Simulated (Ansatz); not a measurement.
# LaAl3Cl: from a guess to a relaxed structure, part 2 of 2

Where does this trial cell of LaAl3Cl go when cell and atoms are let free?

Ansatz 0.2.0; DFT PBE, scalar-relativistic, plane waves, PAW. The steps go on from the part before.

### 4 Relaxation on the finer mesh

The end of the coarse run is made exact in the group found at a tolerance of 0.06 Å and reduced to its primitive cell.

input.yaml reads:

```yaml
crystal:
  lattice:
    - [4.9938117967, 0.0, 0.0]
    - [0.0, 4.9938117967, 0.0]
    - [0.0, 0.0, 4.9938117967]
  atoms:
    - { symbol: La, position: [0.0, 0.0, 0.0] }
    - { symbol: Al, position: [0.0, 0.5, 0.5] }
    - { symbol: Al, position: [0.5, 0.0, 0.5] }
    - { symbol: Al, position: [0.5, 0.5, 0.0] }
    - { symbol: Cl, position: [0.5, 0.5, 0.5] }
basis:
  ecutwfc: 420
kpoints:
  mp_grid: { grid: [8, 8, 8] }
hamiltonian:
  xc: pbe
scf:
  occupations: { method: gaussian, width: 0.1 }
output:
  forces: true
  stress: true
  eigenvalues: true
relax:
  adjacent_minimum: "off"
  f_tol: 0.01
  max_steps: 80
  cell: { stress_tol: 0.05 }
```

Launch:

```bash
> ansatz run input.yaml --threads 1 --pin off --max-ram 2048MiB --backend cpu --events-out ev --progress --plain --runs-dir out
```

Output:

```text
Warning: RAYON_NUM_THREADS=1 ignored (pool sized by the plan → 1); use --threads N
Engine: ansatz 0.2.0, aarch64-unknown-linux-gnu
Pseudopotentials: kind: paw
Pseudopotential: La, paw, valence charge 11, recommended cutoff 420 eV (normal), La.paw.azcp
Pseudopotential: Al, paw, valence charge 3, recommended cutoff 420 eV (normal), Al.paw.azcp
Pseudopotential: Cl, paw, valence charge 7, recommended cutoff 420 eV (normal), Cl.paw.azcp
Functional definition: PBE
  parameter kappa = 0.804
  parameter beta = 0.06672455060314922
  exchange = pbe_x(kappa = kappa, mu = beta*pi^2/3)
  correlation = pbe_c(beta = beta)
Crystal: 5 atoms, lattice volume = 124.536 Å³
Basis set: ecut = 420 eV, 2469 PW (Γ), exchange–correlation on 72×72×72 points (8 copies of the dense FFT grid, shifted against one another)
Bands: 19, of which v1, the nominal top of the filled ones, is band 14 counted from 1 (13 counted from 0)
Symmetry: 48 space group operations
Space group: Pm-3m (ITA 221), of the structure as read, at distance tolerance 5.0e-5 Å
k-points: 35 of 512
Non-local potential: La, projectors of the file, l = 0: 3, l = 1: 2, l = 2: 2, l = 3: 3
Non-local potential: Al, projectors of the file, l = 0: 2, l = 1: 2, l = 2: 1
Non-local potential: Cl, projectors of the file, l = 0: 2, l = 1: 2, l = 2: 2
PAW form: soft (Blöchl's): semilocal exchange-correlation on the pseudo side does not see the compensation charge
PAW one-centre angular grid: La, 590 points (default); XC on 64 Gauss nodes
PAW one-centre angular grid: Al, 110 points (default); XC on 64 Gauss nodes
PAW one-centre angular grid: Cl, 110 points (default); XC on 64 Gauss nodes
Initial density: superposition of atomic densities (neutral atoms: chi_scale 0, normalization atom), corrected by the library's trained network
Initial wavefunctions: pseudopotential atomic-orbital guess
Functional: x = pbe(κ = 0.804, μ = 0.2195149727645171), c = pbe(β = 0.06672455060314922)
SCF iter   1: F=—  HF=-8941.646338 eV  |F-HF|=—  |Δ(HF+E_count)|=         —  Δρ=2.64e-3  dr2=7.83e-3  ethr=1.77e-3  ⟨swp⟩=5.9  Hψ=3400  notcnv=0
preconditioner: auto → Kerker (q_TF=auto, 2.115 Å⁻¹)  [metal: Δε(μ)=0.081 eV  Ē_g=5.167 eV  σ=0.100 eV  W_gap=0.38  n_scr=18 (ndim 8)  ℏωp=13.7 eV  f_vac=0.000  D(μ)=1.94/eV (n_scr^D=6)]
SCF iter   2: F=—  HF=-8941.646440 eV  |F-HF|=—  |Δ(HF+E_count)|=   1.02e-4  Δρ=1.48e-3  dr2=2.75e-3  ethr=2.90e-5  ⟨swp⟩=2.6  Hψ=1501  notcnv=0  defer=24
SCF iter   3: F=—  HF=-8941.646961 eV  |F-HF|=—  |Δ(HF+E_count)|=   5.22e-4  Δρ=3.04e-4  dr2=2.03e-4  ethr=1.02e-5  ⟨swp⟩=2.5  Hψ=1077  notcnv=0  defer=24
SCF iter   4: F=—  HF=-8941.646938 eV  |F-HF|=—  |Δ(HF+E_count)|=   2.33e-5  Δρ=5.29e-5  dr2=4.79e-6  ethr=7.51e-7  ⟨swp⟩=2.3  Hψ=1040  notcnv=0  defer=24
SCF iter   5: F=—  HF=-8941.647042 eV  |F-HF|=—  |Δ(HF+E_count)|=   1.04e-4  Δρ=1.15e-5  dr2=1.48e-7  ethr=1.78e-8  ⟨swp⟩=2.2  Hψ=937  notcnv=0  defer=24
SCF iter   6: F=-8941.647042 eV  HF=-8941.647042 eV  |F-HF|=3.81e-9  |Δ(HF+E_count)|=   4.80e-8  Δρ=3.50e-6  dr2=1.63e-8  ethr=3.70e-10  ⟨swp⟩=7.8  Hψ=3368  notcnv=0
SCF 1 converged in 6 iterations: F = -8941.647042 eV  dr2 = 1.63e-8
relax step   1: F+E_penalty+E_count = -8941.64704157 eV  Δ(F+E_penalty+E_count) = +0.000e0 eV  max|allowed force component| = 7.310e-29 eV/Å  Δτ_max = 0.0000 Å  P = +0.198 GPa  Ω = 124.536 Å³  (6 SCF iters, dr2 threshold 1.00e-7 eV, accepted)
Crystal: 5 atoms, lattice volume = 124.971 Å³
Initial density: handed on by an earlier stage of this run
Initial wavefunctions: those handed on with the density
iter 1 solved again at ethr=1.12e-6 eV; its pass at ethr=3.10e-3 eV (dr2=3.01e-4 eV) is discarded
SCF iter   1: F=—  HF=-8941.647305 eV  |F-HF|=—  |Δ(HF+E_count)|=         —  Δρ=2.20e-4  dr2=3.06e-4  ethr=1.12e-6  ⟨swp⟩=2.1  Hψ=4344  notcnv=0
preconditioner: auto → Kerker (q_TF=auto, 2.113 Å⁻¹)  [metal: Δε(μ)=0.079 eV  Ē_g=5.137 eV  σ=0.100 eV  W_gap=0.37  n_scr=18 (ndim 8)  ℏωp=13.7 eV  f_vac=0.000  D(μ)=1.98/eV (n_scr^D=6)]
SCF iter   2: F=—  HF=-8941.647246 eV  |F-HF|=—  |Δ(HF+E_count)|=   5.91e-5  Δρ=1.31e-4  dr2=1.09e-4  ethr=1.12e-6  ⟨swp⟩=1.3  Hψ=713  notcnv=0
SCF iter   3: F=—  HF=-8941.647216 eV  |F-HF|=—  |Δ(HF+E_count)|=   3.01e-5  Δρ=3.12e-5  dr2=1.75e-6  ethr=4.02e-7  ⟨swp⟩=2.0  Hψ=857  notcnv=0
SCF iter   4: F=—  HF=-8941.647327 eV  |F-HF|=—  |Δ(HF+E_count)|=   1.11e-4  Δρ=7.04e-6  dr2=1.57e-7  ethr=6.50e-9  ⟨swp⟩=2.2  Hψ=1004  notcnv=0
SCF iter   5: F=-8941.647327 eV  HF=-8941.647327 eV  |F-HF|=1.60e-9  |Δ(HF+E_count)|=   2.79e-8  Δρ=1.91e-6  dr2=5.98e-9  ethr=3.64e-10  ⟨swp⟩=5.8  Hψ=2946  notcnv=0
SCF 2 converged in 5 iterations: F = -8941.647327 eV  dr2 = 5.98e-9
relax step   2: F+E_penalty+E_count = -8941.64732704 eV  Δ(F+E_penalty+E_count) = -2.855e-4 eV  max|allowed force component| = 1.538e-30 eV/Å  Δτ_max = 0.0000 Å  P = +0.051 GPa  Ω = 124.971 Å³  energy of the carried Pulay correction = -5.193e-5 eV  (5 SCF iters, dr2 threshold 9.82e-8 eV, accepted)
Crystal: 5 atoms, lattice volume = 125.123 Å³
iter 1 solved again at ethr=1.34e-7 eV; its pass at ethr=3.10e-3 eV (dr2=3.62e-5 eV) is discarded
SCF iter   1: F=—  HF=-8941.647234 eV  |F-HF|=—  |Δ(HF+E_count)|=         —  Δρ=7.79e-5  dr2=3.80e-5  ethr=1.34e-7  ⟨swp⟩=2.9  Hψ=4606  notcnv=0
preconditioner: auto → Kerker (q_TF=auto, 2.113 Å⁻¹)  [metal: Δε(μ)=0.078 eV  Ē_g=5.125 eV  σ=0.100 eV  W_gap=0.37  n_scr=18 (ndim 8)  ℏωp=13.7 eV  f_vac=0.000  D(μ)=1.98/eV (n_scr^D=6)]
SCF iter   2: F=—  HF=-8941.647340 eV  |F-HF|=—  |Δ(HF+E_count)|=   1.07e-4  Δρ=4.45e-5  dr2=1.23e-5  ethr=1.34e-7  ⟨swp⟩=2.1  Hψ=845  notcnv=0
SCF iter   3: F=—  HF=-8941.647335 eV  |F-HF|=—  |Δ(HF+E_count)|=   5.78e-6  Δρ=9.90e-6  dr2=4.69e-7  ethr=4.57e-8  ⟨swp⟩=2.0  Hψ=850  notcnv=0
SCF iter   4: F=—  HF=-8941.647333 eV  |F-HF|=—  |Δ(HF+E_count)|=   1.08e-6  Δρ=3.04e-6  dr2=1.37e-8  ethr=1.74e-9  ⟨swp⟩=2.0  Hψ=913  notcnv=0
SCF iter   5: F=-8941.647333 eV  HF=-8941.647333 eV  |F-HF|=2.24e-10  |Δ(HF+E_count)|=   2.00e-9  Δρ=4.90e-7  dr2=4.69e-10  ethr=2.44e-11  ⟨swp⟩=4.7  Hψ=2421  notcnv=0
SCF 3 converged in 5 iterations: F = -8941.647333 eV  dr2 = 4.69e-10
relax step   3: F+E_penalty+E_count = -8941.64733343 eV  Δ(F+E_penalty+E_count) = -6.385e-6 eV  max|allowed force component| = 2.288e-30 eV/Å  Δτ_max = 0.0000 Å  P = +0.000 GPa  Ω = 125.123 Å³  energy of the carried Pulay correction = -7.010e-5 eV  (5 SCF iters, dr2 threshold 6.58e-9 eV, accepted)
Initial wavefunctions: pseudopotential atomic-orbital guess (no wavefunctions were taken with the density)
iter 1 solved again at ethr=4.88e-8 eV; its pass at ethr=3.10e-3 eV (dr2=1.32e-5 eV) is discarded
SCF iter   1: F=—  HF=-8941.647300 eV  |F-HF|=—  |Δ(HF+E_count)|=         —  Δρ=2.98e-6  dr2=4.71e-9  ethr=4.88e-8  ⟨swp⟩=4.1  Hψ=5766  notcnv=0
preconditioner: auto → Kerker (q_TF=auto, 2.113 Å⁻¹)  [metal: Δε(μ)=0.078 eV  Ē_g=5.121 eV  σ=0.100 eV  W_gap=0.37  n_scr=18 (ndim 8)  ℏωp=13.7 eV  f_vac=0.000  D(μ)=1.98/eV (n_scr^D=6)]
SCF iter   2: F=—  HF=-8941.647412 eV  |F-HF|=—  |Δ(HF+E_count)|=   1.12e-4  Δρ=1.38e-6  dr2=9.70e-10  ethr=1.74e-11  ⟨swp⟩=3.0  Hψ=1477  notcnv=0
SCF iter   3: F=—  HF=-8941.647412 eV  |F-HF|=—  |Δ(HF+E_count)|=   1.84e-9  Δρ=8.59e-7  dr2=3.79e-10  ethr=3.59e-12  ⟨swp⟩=2.2  Hψ=986  notcnv=0
SCF iter   4: F=-8941.647412 eV  HF=-8941.647412 eV  |F-HF|=0.00e0  |Δ(HF+E_count)|=   1.23e-9  Δρ=7.16e-8  dr2=1.26e-11  ethr=1.00e-12  ⟨swp⟩=3.1  Hψ=2843  notcnv=0
SCF 4 converged in 4 iterations: F = -8941.647412 eV  dr2 = 1.26e-11
relax step   4: F+E_penalty+E_count = -8941.64741171 eV  Δ(F+E_penalty+E_count) = -7.829e-5 eV  max|allowed force component| = 2.991e-30 eV/Å  Δτ_max = 0.0000 Å  P = +0.001 GPa  Ω = 125.123 Å³  stress off target by 1.30e-3 GPa  SCF on the basis re-selected at this cell (its energy is not comparable with the rows above)  (4 SCF iters)
basis re-selected at this cell: Δ(F+E_penalty+E_count) = -7.829e-5 eV, ΔP = +0.001 GPa vs the last step (what re-selecting the basis moved, of the pressure what is left beyond the Pulay correction that the steps carried, after the strain that the cell walked since its last selection, with what the two solves' SCF thresholds leave and, on support functions, any second-order correction that the steps lacked; it is no measure of the basis error at this ecutwfc). This SCF's stress stands 1.30e-3 GPa from its target on what of the cell is left free (relax.cell.stress_tol is 5.00e-2 GPa) and its largest allowed force component is 2.99e-30 eV/Å (relax.f_tol is 1.00e-2 eV/Å): within both
SCF converged after 4 iterations
Free energy (F): -8941.647412 eV
Harris-Foulkes:  -8941.647412 eV  (|F-HF|=0.00e0)
Internal energy: -8941.637487 eV  (E = F + TS)
E sigma→0 (E₀):  -8941.642449 eV
Entropy (-TS):   -0.009925 eV (-1.985 meV/atom)
Fermi energy:    7.050305 eV
--- Per-component energies (eV) ---
  E_band       = -76.398635
  E_kinetic    = 413.332707
  E_local      = -699.923057  (includes V_loc(G=0)·N_el)
  E_nonlocal   = 156.289850
  E_hartree    = 237.365802
  E_xc         = -361.176728
  E_vxc        = -350.489571  (∫ρ·V_xc dr)
  E_paw        = -7476.439486  (= ΣΔE_a)
  E_vpaw       = -70.340205  (= ΣTr[D̂ρ^β])
  E_aug_tail   = 0.000085  (compensation charges beyond the density's cutoff)
  E_ewald      = -1211.086660
  E_smearing   = -0.009925  (= −TS)
  E_closure    = -0.000000  (closes the sum)
  Σ components = -8941.647412   (vs F -8941.647412, Δ=0.00e0)
--- Forces (eV/Å), atoms counted from 1 ---
  atom   1  La    -0.00000000    -0.00000000     0.00000000
  atom   2  Al     0.00000000     0.00000000    -0.00000000
  atom   3  Al    -0.00000000    -0.00000000    -0.00000000
  atom   4  Al    -0.00000000     0.00000000    -0.00000000
  atom   5  Cl     0.00000000    -0.00000000    -0.00000000
  max |Σ_I F_I| component: 3.45e-30 eV/Å
--- Stress (GPa, compression-positive) ---
        0.001299       0.000000       0.000000
        0.000000       0.001299      -0.000000
        0.000000      -0.000000       0.001299
  P = ⅓ Tr σ = 0.0013 GPa (0.013 kbar)
--- Band table (eV; the first three rows and the last of 35) ---
  k-point 0: bands = ["-25.8206", "-11.0873", "-9.4505", "-9.4505", "-9.4505", "-0.0841", "-0.0841", "-0.0841", "1.4441", "3.8735", "3.8735", "8.2132", "8.2132", "8.2132", "8.3281", "8.3281", "8.3281", "8.4734", "8.4734"]
  k-point 1: bands = ["-25.8203", "-11.0841", "-9.4569", "-9.4495", "-9.4495", "-0.3058", "-0.0803", "-0.0803", "1.6904", "3.9454", "4.0555", "7.9529", "7.9529", "7.9853", "8.0674", "8.1198", "8.1198", "8.5111", "8.6678"]
  k-point 2: bands = ["-25.8198", "-11.0763", "-9.4722", "-9.4472", "-9.4472", "-0.6922", "-0.0711", "-0.0711", "2.1710", "4.1495", "4.4556", "7.2263", "7.5684", "7.5684", "7.8172", "7.8529", "7.8529", "8.5922", "8.7450"]
  k-point 34: bands = ["-25.8159", "-10.9876", "-9.4937", "-9.4937", "-9.4937", "-0.8583", "-0.8583", "-0.8583", "5.5514", "5.5514", "5.5514", "5.6947", "5.6947", "5.6947", "8.1407", "8.6896", "8.6896", "8.6896", "8.7486"]
--- Relaxed structure (3 steps of the walk, 3 accepted, 1 SCFs on fresh bases) ---
  F+E_penalty+E_count = -8941.64741171 eV   max|allowed force component| = 2.991e-30 eV/Å   (the final SCF, on the basis selected at the relaxed cell)
  cell:  # Å, volume = 125.1229 Å³
    - [5.001638007858414, -5.216060266048763e-35, 1.6049416203226962e-35]
    - [6.018531076210112e-35, 5.001638007858414, 0.0]
    - [-1.6049416203226962e-35, 0.0, 5.001638007858414]
  atoms:
    - { symbol: La, position: [2.699643110241479e-35, -1.2855443382010118e-35, 1.606930422749931e-36] }
    - { symbol: Al, position: [-1.4783759889316093e-35, 0.5, 0.5] }
    - { symbol: Al, position: [0.5, -8.838117325133826e-36, 0.5] }
    - { symbol: Al, position: [0.5, 0.5, -1.7540018409980034e-48] }
    - { symbol: Cl, position: [0.5, 0.5, 0.5] }
```

It took 18 s on 1 thread of Arm Neoverse V2, shared host; peak memory 0.41 GiB.

Step by step:

| step | E - E(step 1) (eV/cell) | largest force component (eV/Å) | pressure (GPa) | volume (Å³) |
| --- | --- | --- | --- | --- |
| 1 | 0.0000 | 0.0000 | 0.20 | 124.54 |
| 2 | -0.0003 | 0.0000 | 0.05 | 124.97 |
| 3 | -0.0003 | 0.0000 | 0.00 | 125.12 |
| 4 | -0.0004 | 0.0000 | 0.00 | 125.12 |

Step 1 is the start. Step 4 repeats the geometry before it on a plane-wave basis chosen anew for that cell, so its energy need not be comparable with the rows above.

|  | before | after | change |
| --- | --- | --- | --- |
| a (Å) | 4.994 | 5.002 | +0.2 % |
| b (Å) | 4.994 | 5.002 | +0.2 % |
| c (Å) | 4.994 | 5.002 | +0.2 % |
| volume (Å³/atom) | 24.91 | 25.02 | +0.5 % |
| shortest distance (Å) | 2.497 | 2.501 | +0.2 % |
| space group (0.01 Å) | Pm-3m | Pm-3m | same |

The run keeps the 48 symmetry operations of the start, so it could not have lowered the symmetry.

### 5 What came out

This closing draws on all 2 parts. Changes of volume or cell count from the first structure of part 1.

```
                                                              quantity                                                                      value
                                symmetry at the end (tolerance 0.05 Å)                                                space group Pm-3m (No. 221)
                                                     conventional cell  a = 5.002 Å, b = 5.002 Å, c = 5.002 Å, α = 90.00°, β = 90.00°, γ = 90.00°
                                                                volume                                                              25.02 Å³/atom
energy over the elements (uncorrected; H, N, O, F and Cl as molecules)                                                              +0.08 eV/atom
                                                       gap on the mesh                                                               none (metal)
```

**Reading.** The space group Pm-3m (No. 221) is kept, and the volume per atom grows by 24.1 % from the first guess. The formation energy is positive, so the separate elements lie lower. No finished test with a distortion of lower symmetry is shown, so the end may be a saddle point. The runs treat La without spin-orbit coupling. Spin polarisation is off in the runs that give these values; a magnetic solution could lie lower.
